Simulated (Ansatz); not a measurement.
Predict the output of the script below (the Python package of Ansatz (0.2.0)).

`POSCAR_gaag3`
```text
GaAg3
1.0
   4.08129539    0.00000000    0.00000000
   0.00000000    4.08129539    0.00000000
   0.00000000    0.00000000    4.08129539
Ga Ag
1 3
Direct
   0.00000000    0.00000000    0.00000000
   0.50000000    0.00000000    0.50000000
   0.00000000    0.50000000    0.50000000
   0.50000000    0.50000000    0.00000000
```

`run_elastic.py`:
```python
import warnings

import ansatz
from ase.io import read
import numpy as np

warnings.simplefilter('ignore', ansatz.DeckWarning)

atoms = read('POSCAR_gaag3', format='vasp')
cell = ansatz.Crystal.from_ase(atoms)

model = (
    cell.calculation()
    .functional('r2SCAN', dispersion='D3(BJ)')
    .pseudopotentials('paw')
    .occupations('cold', width=100 * ansatz.meV)
    .kpoints(11, 11, 11)
)
result = model.elastic('clamped_ion').run(threads=1, pin='off')
elastic = result.elastic

print(np.array2string(np.round(elastic.c_gpa, 1) + 0.0, suppress_small=True))
print('Voigt stress of the unstrained cell (GPa, tension positive):', np.round(elastic.sigma0_gpa, 3) + 0.0)
print('smallest eigenvalue of C:', round(elastic.stability.min_eigenvalue_gpa, 1), 'GPa; tensor positive definite:', elastic.stability.min_eigenvalue_gpa > 0)
if elastic.stability.min_eigenvalue_gpa > 0:
    m = elastic.moduli
    print(f'K = {m.k_hill_gpa:.1f}, G = {m.g_hill_gpa:.1f}, E = {m.youngs_gpa:.1f} GPa, Poisson ratio {m.poisson:.3f}, K/G = {m.k_hill_gpa / m.g_hill_gpa:.2f}')
```

`python run_elastic.py` gives:
```text
[[99.8 84.4 84.4  0.   0.   0. ]
 [84.4 99.8 84.4  0.   0.   0. ]
 [84.4 84.4 99.8  0.   0.   0. ]
 [ 0.   0.   0.  35.4  0.   0. ]
 [ 0.   0.   0.   0.  35.4  0. ]
 [ 0.   0.   0.   0.   0.  35.4]]
Voigt stress of the unstrained cell (GPa, tension positive): [2.784 2.784 2.784 0.    0.    0.   ]
smallest eigenvalue of C: 15.4 GPa; tensor positive definite: True
K = 89.5, G = 19.4, E = 54.4 GPa, Poisson ratio 0.399, K/G = 4.60
```

Notes:
- The cell isn't relaxed first, so the values belong to this volume.
- The dispersion term runs with damping parameters of another functional.
- Dispersion corrections can be off by several per cent in the lattices of metals, and by several GPa in the pressure at a fixed cell.
- A positive definite tensor excludes instabilities under uniform strain alone; phonons elsewhere in the zone can still be imaginary.
- The cell stands under -2.8 GPa at these settings.
- These are clamped-ion constants: where atoms have free coordinates under strain, the relaxed-ion ones can be far smaller or negative, so this tensor doesn't settle whether the crystal is stable.
- This cell is a computed structure, which may not be the phase found in nature.
- Shear constants of a metal converge slowly with the k-point mesh and can be wrong in sign on a coarse one; the constants belong to the cell that was strained.
- The script silences the warnings on its input, which a real study should read.
- Finished in 7.7 min on 1 thread of Arm Neoverse V2, with other jobs on the host, peak memory 1 GiB.
